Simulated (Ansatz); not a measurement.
# C6H14Cl2O2Sn: small, medium and large basis sets

One table from this session's results is given with a row withheld; the runs are named, their logs left out.

Computed with Ansatz 0.2.0, Gaussian basis. Level: one geometry, several basis sets.

Plan: PBE0-D4/def2-SVP; ωB97M-V/def2-SVP; PBE0-D4/def2-QZVPP; ωB97M-V/def2-QZVPP; the functionals' def2-TZVPP values are taken from earlier runs.

**The geometry**

The geometry comes from an earlier relaxation with PBE0-D4 in a triple-zeta def2 set; it is a stationary point, not always the lowest conformer. Sn takes the def2 core potential; no spin-orbit term is included.

SMILES `CC(C)[O][Sn]([Cl])([Cl])[O]C(C)C`, 25 atoms, charge 0, spin multiplicity 1.

Atoms are counted from 1 here; the program's logs count them from 0.

Bond lengths: C1–C2 1.513 Å, C1–H12 1.093 Å, C1–H13 1.091 Å, C1–H14 1.093 Å, C2–C3 1.515 Å, C2–O4 1.429 Å, C2–H15 1.098 Å, C3–H16 1.093 Å, C3–H17 1.093 Å, C3–H18 1.093 Å, O4–Sn5 1.936 Å, Sn5–Cl6 2.313 Å, Sn5–Cl7 2.290 Å, Sn5–O8 1.930 Å, O8–C9 1.432 Å, C9–C10 1.512 Å, C9–C11 1.515 Å, C9–H19 1.101 Å and more. Angles: C2–C1–H12 110.5°, C2–C1–H13 110.6°, C2–C1–H14 110.1°, H12–C1–H13 108.6°, H12–C1–H14 108.6°, H13–C1–H14 108.4°, C1–C2–C3 112.5°, C1–C2–O4 106.8°, C1–C2–H15 108.7°, C3–C2–O4 110.1°, C3–C2–H15 108.7°, O4–C2–H15 109.9°, C2–C3–H16 111.1°, C2–C3–H17 110.2°, C2–C3–H18 110.7°, H16–C3–H17 108.6°, H16–C3–H18 107.7°, H17–C3–H18 108.5° and more.

Coordinates:

```
atom    x (Å)    y (Å)    z (Å)
  C1  -2.3108  -0.6623  -2.6933
  C2  -1.9134   0.0511  -1.4195
  C3  -2.2335  -0.7566  -0.1787
  O4  -0.5064   0.2888  -1.5014
 Sn5   0.3713   1.7647  -0.6080
 Cl6  -1.1745   2.8468   0.7301
 Cl7   1.2277   3.2212  -2.1532
  O8   1.8647   1.1692   0.4596
  C9   1.6745   0.1761   1.4735
 C10   2.7284   0.4245   2.5296
 C11   1.7683  -1.2104   0.8709
 H12  -3.3851  -0.8613  -2.7015
 H13  -2.0617  -0.0563  -3.5656
 H14  -1.7802  -1.6143  -2.7722
 H15  -2.4524   1.0068  -1.3674
 H16  -1.9467  -0.2160   0.7271
 H17  -1.6982  -1.7092  -0.2007
 H18  -3.3047  -0.9630  -0.1171
 H19   0.6839   0.3005   1.9375
 H20   2.6355  -0.3002   3.3419
 H21   2.6279   1.4287   2.9438
 H22   3.7246   0.3298   2.0911
 H23   1.0117  -1.3536   0.0962
 H24   1.6229  -1.9747   1.6384
 H25   2.7530  -1.3545   0.4198
```

The first run:

The input, in.yaml:

```yaml
crystal:
  periodic: [false, false, false]
  atoms:
    - {symbol: C, position_ang: [-2.310770, -0.662328, -2.693340]}
    - {symbol: C, position_ang: [-1.913398, 0.051091, -1.419521]}
    - {symbol: C, position_ang: [-2.233490, -0.756642, -0.178689]}
    - {symbol: O, position_ang: [-0.506388, 0.288843, -1.501400]}
    - {symbol: Sn, position_ang: [0.371345, 1.764682, -0.608048]}
    - {symbol: Cl, position_ang: [-1.174452, 2.846827, 0.730061]}
    - {symbol: Cl, position_ang: [1.227750, 3.221220, -2.153230]}
    - {symbol: O, position_ang: [1.864724, 1.169162, 0.459589]}
    - {symbol: C, position_ang: [1.674486, 0.176075, 1.473534]}
    - {symbol: C, position_ang: [2.728371, 0.424523, 2.529589]}
    - {symbol: C, position_ang: [1.768308, -1.210413, 0.870895]}
    - {symbol: H, position_ang: [-3.385066, -0.861309, -2.701513]}
    - {symbol: H, position_ang: [-2.061662, -0.056253, -3.565580]}
    - {symbol: H, position_ang: [-1.780244, -1.614270, -2.772213]}
    - {symbol: H, position_ang: [-2.452392, 1.006831, -1.367403]}
    - {symbol: H, position_ang: [-1.946731, -0.215963, 0.727079]}
    - {symbol: H, position_ang: [-1.698230, -1.709175, -0.200747]}
    - {symbol: H, position_ang: [-3.304745, -0.962968, -0.117095]}
    - {symbol: H, position_ang: [0.683858, 0.300530, 1.937526]}
    - {symbol: H, position_ang: [2.635525, -0.300227, 3.341929]}
    - {symbol: H, position_ang: [2.627891, 1.428743, 2.943799]}
    - {symbol: H, position_ang: [3.724612, 0.329815, 2.091056]}
    - {symbol: H, position_ang: [1.011687, -1.353556, 0.096199]}
    - {symbol: H, position_ang: [1.622918, -1.974703, 1.638437]}
    - {symbol: H, position_ang: [2.752993, -1.354536, 0.419787]}
basis:
  gaussian: {orbitals: def2-SVP}
hamiltonian: {xc: pbe0, dispersion: d4}
output: {orbitals: {seedname: orbitals}}
```

Command:

```bash
$ ansatz run in.yaml --threads 11 --pin off --events-out ev --progress --plain --max-ram 174080MiB --backend cpu
```

Among the steps run: PBE0-D4 in def2-SVP; ωB97M-V in def2-SVP; PBE0-D4 in def2-QZVPP; ωB97M-V in def2-QZVPP.

One of the session's tables, all rows but one given; the rest of the session is left out.

It belongs to the step «Functionals by basis». 

```
functional       basis  HOMO (eV)  LUMO (eV)
   PBE0-D4    def2-SVP      -8.16      -2.03
   PBE0-D4  def2-TZVPP      -8.24      -2.14
   PBE0-D4  def2-QZVPP          ?          ?
   ωB97M-V    def2-SVP     -10.50       0.10
   ωB97M-V  def2-TZVPP     -10.61      -0.11
   ωB97M-V  def2-QZVPP     -10.63      -0.20
```

Q: Estimate the row for PBE0-D4, def2-QZVPP from the others.

As computed: HOMO (eV): -8.26; LUMO (eV): -2.17. In the column «HOMO (eV)» it lies between ωB97M-V, def2-SVP (-10.50) and PBE0-D4, def2-TZVPP (-8.24).
